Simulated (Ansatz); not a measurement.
# Pt: a tetragonal deformation path

An exercise on one series of results from a longer session: the logs are not shown, and one member is left open.

The COD entry's cell or inner coordinates are ideal or old and differ from later refinements, so a difference from it is no clean test against experiment.

Computed with Ansatz 0.2.0 (DFT PBEsol, scalar-relativistic, plane waves, PAW, unless a step's input says otherwise).

### The system as given

Symmetry: Fm-3m, No. 225, cubic system. The conventional cell has a = 3.916 Å, b = 3.916 Å, c = 3.916 Å, α = 90.00°, β = 90.00°, γ = 90.00°. Around Pt (site symmetry m-3m) lie 12 Pt at 2.77 Å.

Coordinates:

```cif
data_structure
_symmetry_space_group_name_H-M 'P 1'
_symmetry_Int_Tables_number 1
_cell_length_a 2.7689
_cell_length_b 2.7689
_cell_length_c 2.7689
_cell_angle_alpha 60.000
_cell_angle_beta 60.000
_cell_angle_gamma 60.000
_cell_volume 15.01
loop_
_atom_site_label
_atom_site_type_symbol
_atom_site_fract_x
_atom_site_fract_y
_atom_site_fract_z
_atom_site_occupancy
Pt1 Pt 0.00000 0.00000 0.00000 1
```

The cell is taken as given, not relaxed at this level.

### The reference cell

The reference gives a free energy of -12383.8304 eV, pressure 0.61 GPa, largest force 0.000 eV/Å and gap on the mesh none (metal). It was computed beforehand with the settings of the runs below.

The first run:

At fixed volume and fractional coordinates, lengths along (0.000, 0.000, 1.000) are scaled against those across it; ρ is that ratio over its starting value.

File input.yaml:

```yaml
crystal:
  lattice:
    - [0.0, 2.1977790799, 1.5538298095]
    - [2.1977790799, 0.0, 1.5538298095]
    - [2.1977790799, 2.1977790799, 0.0]
  atoms:
    - { symbol: Pt, position: [0.0, 0.0, 0.0] }
basis:
  ecutwfc: 420
kpoints:
  mp_grid: { grid: [24, 24, 24] }
hamiltonian:
  xc: pbesol
scf:
  occupations: { method: gaussian, width: 0.15 }
output:
  forces: true
  stress: true
  eigenvalues: true
  write_density: true
  write_potential: true
  elf: true
  volumetric_format: npy
```

On the command line:

```bash
$ ansatz run input.yaml --threads 1 --pin off --max-ram 2560MiB --backend cpu --events-out ev --progress --plain --runs-dir out
```

Among the steps run: Point ρ = 0.707; At ρ = 1.414; ρ = 0.850; ρ = 1.200; Point ρ = 0.780; At ρ = 1.300; At ρ = 0.920; Point ρ = 1.100; At ρ = 0.650; ρ = 1.500; At ρ = 0.960; At ρ = 1.050.

One of the session's tables, all rows but one given; the rest of the session is left out.

| ρ | ΔE (meV/atom) | pressure (GPa) |
| --- | --- | --- |
| 0.650 | 96.2 | 3.4 |
| 0.707 | 121.2 | 3.8 |
| 0.780 | 94.9 | 3.2 |
| 0.850 | 54.1 | 2.3 |
| 0.920 | ? | ? |
| 0.960 | 5.0 | 0.8 |
| 1.000 | 0.0 | 0.6 |
| 1.050 | 9.0 | 0.9 |
| 1.100 | 37.0 | 1.9 |
| 1.200 | 149.2 | 6.0 |
| 1.300 | 336.9 | 13.1 |
| 1.414 | 631.5 | 24.6 |
| 1.500 | 909.6 | 35.7 |

**Question.** Estimate the row for ρ = 0.920.

Worked estimate for «ΔE (meV/atom)». A straight line through the neighbours (0.850, 54.1) and (0.960, 5.0) gives 54.1 + (5.0 − 54.1) × (0.920 − 0.850) / (0.960 − 0.850) = 22.9; a parabola fitted to 4 rows on both sides gives 20.6.

The run gave: ΔE (meV/atom): 18.5; pressure (GPa): 1.2. In «ΔE (meV/atom)» the line misses by +4.4 and the parabola by +2.1.
